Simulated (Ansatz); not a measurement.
# H9O4F: the cost of one run

All numbers below are computed with Ansatz 0.2.0 (DFT PBE, plane waves, PAW, scalar-relativistic, no spin polarisation).

**1. The system as given**

The cell holds 14 atoms (FH9O4): a = 5.533 Å, b = 5.533 Å, c = 5.533 Å, α = 90.00°, β = 90.00°, γ = 90.00°.

Coordinates:

```xyz
14
Lattice="5.5331 0.0000 0.0000 0.0000 5.5331 0.0000 0.0000 0.0000 5.5331" Properties=species:S:1:pos:R:3 pbc="T T T"
O     2.1320    2.0290    3.3908
H     1.9877    2.7880    3.9748
H     1.5395    1.3476    3.7412
O     0.5175   -0.2430    0.9322
H     0.2178    0.2641    1.7010
H    -0.0683    0.0468    0.2174
O     3.3916    0.3133   -0.2202
H     3.7581   -0.2673    0.4630
H     2.4637    0.4201    0.0361
O     4.1990    4.6683    2.9974
H     4.6219    5.4684    3.3426
H     4.2313    4.0472    3.7399
F     0.1290    2.4231    4.9476
H     0.1296    2.4236    4.0138
```

**2. Preparing the start**

File input.yaml:

```yaml
crystal:
  lattice:
    - [5.533133, 0.0, 0.0]
    - [0.0, 5.533133, 0.0]
    - [0.0, 0.0, 5.533133]
  atoms:
    - { symbol: O, position: [0.3853193, 0.3666921, 0.6128086] }
    - { symbol: H, position: [0.3592412, 0.5038739, 0.7183687] }
    - { symbol: H, position: [0.2782345, 0.2435565, 0.6761518] }
    - { symbol: O, position: [0.0935268, -0.0439245, 0.1684755] }
    - { symbol: H, position: [0.0393572, 0.0477333, 0.3074229] }
    - { symbol: H, position: [-0.0123522, 0.0084563, 0.0392943] }
    - { symbol: O, position: [0.6129643, 0.0566255, -0.0397919] }
    - { symbol: H, position: [0.6791971, -0.0483015, 0.0836804] }
    - { symbol: H, position: [0.4452624, 0.0759228, 0.0065286] }
    - { symbol: O, position: [0.7588883, 0.8437014, 0.5417178] }
    - { symbol: H, position: [0.8353058, 0.9883024, 0.60411] }
    - { symbol: H, position: [0.7647266, 0.7314507, 0.6759101] }
    - { symbol: F, position: [0.023316, 0.4379183, 0.8941844] }
    - { symbol: H, position: [0.0234148, 0.4380105, 0.7254029] }
basis:
  ecutwfc: 420.0
kpoints:
  mp_grid: { grid: [1, 1, 1] }
hamiltonian:
  xc: pbe
scf:
  occupations: { method: fermi_dirac, width: 0.02 }
  lower_state_search: "off"
relax:
  f_tol: 0.3
  max_steps: 15
  adjacent_minimum: "off"
```

Started as:

```console
ansatz run input.yaml --threads 1 --pin off --max-ram 3072MiB --backend cpu --events-out ev --progress --plain --runs-dir out
```

What time and memory should one allow on 1 thread of Arm Neoverse V2, shared host?

About 13 s, with a peak of 0.3 GiB.
